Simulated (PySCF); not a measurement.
# C5H5O2−: electronic excitations and core binding energies

What electronic excitations and core binding energies should C5H5O2− (`O=C([O-])C=C1CC1`) show?

Computed with PySCF 2.14.0, with density-fitted response routines of our own, on a single molecule in the gas phase. Atoms are numbered from 0 throughout.

### 1 Starting geometry

12 atoms, charge -1, multiplicity 1; geometry from: GFN2-xTB.

Bonds of the start (Å): O0–C1 1.24, C1–O2 1.24, C1–C3 1.56, C3–C4 1.31, C4–C5 1.48, C5–C6 1.52, C6–C4 1.46, C3–H7 1.09, C5–H8 1.08, C5–H9 1.08, C6–H10 1.08, C6–H11 1.08.

### 2 Ultraviolet spectrum: B3LYP/def2-SVPD

The job: settings as JSON, then the geometry in Å.

```
{"job": {"kind": "uv", "xc": "B3LYP", "basis": "def2-SVPD", "nstates": 8, "ntriplets": 3}, "charge": -1, "multiplicity": 1}
O      1.828560     1.727620     0.104588
C      2.201525     0.548793     0.140305
O      3.350406     0.086904     0.220657
C      1.085707    -0.543487     0.075901
C     -0.194093    -0.291425    -0.012503
C     -1.585720    -0.778861    -0.101381
C     -1.262734     0.705006    -0.092535
H      1.450261    -1.566521     0.108275
H     -1.930564    -1.224047    -1.027961
H     -2.052673    -1.209233     0.777475
H     -1.385908     1.264380    -1.010699
H     -1.503568     1.280185     0.791852
```

Level: TDDFT B3LYP/def2-SVPD, vertical, gas phase, core orbitals frozen in the response.

Run with:

```
$ OMP_NUM_THREADS=1 python probes_run.py task.json out
```

One launch serves the whole session: the jobs run in the order shown.

Further steps of the session: Core holes by ΔSCF: SCAN, X2C.

**Question.** After this job, these run on its result: delta-SCF UKS SCAN, pcX-2 on the ionised atom, pcseg-1 elsewhere, spin-free X2C. Predict these results of the whole session: lowest singlet (B3LYP/def2-SVPD); brightest single state of those computed; lowest triplet; C1s binding energies, SCAN/pcX-2; O1s binding energies, SCAN/pcX-2.

As calculated:

| quantity | value |
| --- | --- |
| lowest singlet (B3LYP/def2-SVPD) | 3.84 eV (323 nm), f = 0.000 |
| brightest single state of those computed | state 5, 4.72 eV, f = 0.009 |
| lowest triplet | 3.67 eV |
| C1s binding energies, SCAN/pcX-2 | C1 287.70, C5 286.93, C6 286.81, C4 286.00, C3 285.36 eV |
| O1s binding energies, SCAN/pcX-2 | O2 530.49, O0 530.49 eV |

In words: The lowest singlet, at 3.84 eV, is HOMO→LUMO+1 0.97 and is dark; of the 8 states computed, the strongest absorption comes from state 5 at 4.72 eV. The lowest triplet lies 0.17 eV below the lowest singlet (triplets in Tamm-Dancoff, singlets in full TDDFT). The lowest singlet lies above −ε(HOMO); no detachment energy was computed, so the anion's states may not be bound. The C1s levels kept as sound span 2.34 eV, from C3 (α carbon of a C=C–C=O unit) up to C1 (carboxylate carbon). The O1s levels computed lie within 0.00 eV of one another, too close to rank.
